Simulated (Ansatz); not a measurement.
**F5HMoO: one species, many methods**

The task here is to estimate one member of a computed series from the others.

Program: Ansatz 0.2.0, Gaussian basis. Level of theory: functionals in def2-TZVPP, the program's frozen cores in correlated methods. These are calculated values, not measurements.

Levels to be run: LDA (SPW92), PBE-D4, revPBE-D4, BLYP-D4, r2SCAN-D4, B97M-V, PBE0-D4, B3LYP-D4, r2SCANh-D4, r2SCAN0-D4, HSE06-D4, BHLYP-D4, CAM-B3LYP-D4, LC-ωPBE, ωB97X-V, ωB97M-V, B2PLYP, PBE-QIDH; CCSD(T)/def2-SVP; CCSD(T)/def2-TZVPP; MP2/def2-QZVPP; extrapolation to the limit; RPA on PBE.

**The geometry**

An earlier PBE0-D4 in a triple-zeta def2 set relaxation fixed the geometry. Mo takes the def2 core potential; no spin-orbit term is included.

SMILES `[OH][Mo]([F])([F])([F])([F])[F]`, 8 atoms, charge 0, spin multiplicity 1.

Atoms are counted from 1 here; the program's logs count them from 0.

Bond lengths: O1–Mo2 1.820 Å, O1–H8 0.962 Å, Mo2–F3 1.829 Å, Mo2–F4 1.826 Å, Mo2–F5 1.843 Å, Mo2–F6 1.822 Å, Mo2–F7 1.829 Å. Angles: Mo2–O1–H8 137.8°, O1–Mo2–F3 93.3°, O1–Mo2–F4 170.5°, O1–Mo2–F5 85.6°, O1–Mo2–F6 94.1°, O1–Mo2–F7 93.3°, F3–Mo2–F4 87.1°, F3–Mo2–F5 92.0°, F3–Mo2–F6 88.0°, F3–Mo2–F7 172.6°, F4–Mo2–F5 84.9°, F4–Mo2–F6 95.4°, F4–Mo2–F7 87.1°, F5–Mo2–F6 179.7°, F5–Mo2–F7 92.0°, F6–Mo2–F7 88.0°.

Geometry (Å):

```
atom    x (Å)    y (Å)    z (Å)
  O1  -0.8028   0.6095  -1.1502
 Mo2   0.1303  -0.0096   0.2847
  F3  -1.3540  -0.7365   1.0682
  F4   1.1122  -0.8784   1.5563
  F5   0.4144  -1.5206  -0.7314
  F6  -0.1560   1.4884   1.2812
  F7   1.6992   0.7431  -0.2787
  H8  -1.0433   0.3041  -2.0299
```

The first run:

Contents of in.yaml:

```yaml
crystal:
  periodic: [false, false, false]
  atoms:
    - {symbol: O, position_ang: [-0.802804, 0.609526, -1.150204]}
    - {symbol: Mo, position_ang: [0.130340, -0.009592, 0.284743]}
    - {symbol: F, position_ang: [-1.353988, -0.736479, 1.068169]}
    - {symbol: F, position_ang: [1.112184, -0.878400, 1.556251]}
    - {symbol: F, position_ang: [0.414386, -1.520645, -0.731443]}
    - {symbol: F, position_ang: [-0.155968, 1.488409, 1.281160]}
    - {symbol: F, position_ang: [1.699181, 0.743097, -0.278734]}
    - {symbol: H, position_ang: [-1.043321, 0.304094, -2.029931]}
basis:
  gaussian: {orbitals: def2-TZVPP}
hamiltonian: {xc: lda}
output: {orbitals: {seedname: orbitals}}
```

Command:

```bash
$ ansatz run in.yaml --threads 4 --pin off --events-out ev --progress --plain --max-ram 11315MiB
```

Among the steps run: LDA; PBE-D4 (GGA); revPBE-D4 (GGA); BLYP-D4 (GGA); r2SCAN-D4 (meta-GGA); B97M-V (meta-GGA); PBE0-D4 (hybrid); B3LYP-D4 (hybrid); r2SCANh-D4 (hybrid); r2SCAN0-D4 (hybrid); HSE06-D4 (hybrid); BHLYP-D4 (hybrid); CAM-B3LYP-D4 (range-separated); LC-ωPBE (range-separated); ωB97X-V (range-separated); ωB97M-V (range-separated); B2PLYP (double hybrid); PBE-QIDH (double hybrid).

One of the session's tables, all rows but one given; the rest of the session is left out.

It belongs to the step «Frontier levels by functional». 

| functional | HOMO (eV) | LUMO (eV) | gap (eV) |
| --- | --- | --- | --- |
| LDA (SPW92) | -9.77 | -5.65 | 4.12 |
| PBE-D4 | -9.50 | -5.40 | 4.10 |
| revPBE-D4 | -9.40 | -5.30 | 4.10 |
| BLYP-D4 | -9.44 | -5.36 | 4.08 |
| r2SCAN-D4 | -10.00 | -5.56 | 4.44 |
| B97M-V | ? | ? | ? |
| PBE0-D4 | -11.46 | -4.95 | 6.51 |
| B3LYP-D4 | -11.17 | -5.18 | 6.00 |
| r2SCANh-D4 | -10.73 | -5.36 | 5.36 |
| r2SCAN0-D4 | -11.82 | -5.05 | 6.77 |
| HSE06-D4 | -11.04 | -5.32 | 5.72 |
| BHLYP-D4 | -13.33 | -4.35 | 8.98 |
| CAM-B3LYP-D4 | -13.00 | -3.92 | 9.08 |
| LC-ωPBE | -14.26 | -2.66 | 11.60 |
| ωB97X-V | -13.94 | -2.75 | 11.19 |
| ωB97M-V | -13.90 | -2.77 | 11.13 |

Estimate the missing values for B97M-V.

As computed: HOMO (eV): -10.12; LUMO (eV): -5.57; gap (eV): 4.55. In the column «HOMO (eV)» it lies between r2SCANh-D4 (-10.73) and r2SCAN-D4 (-10.00).
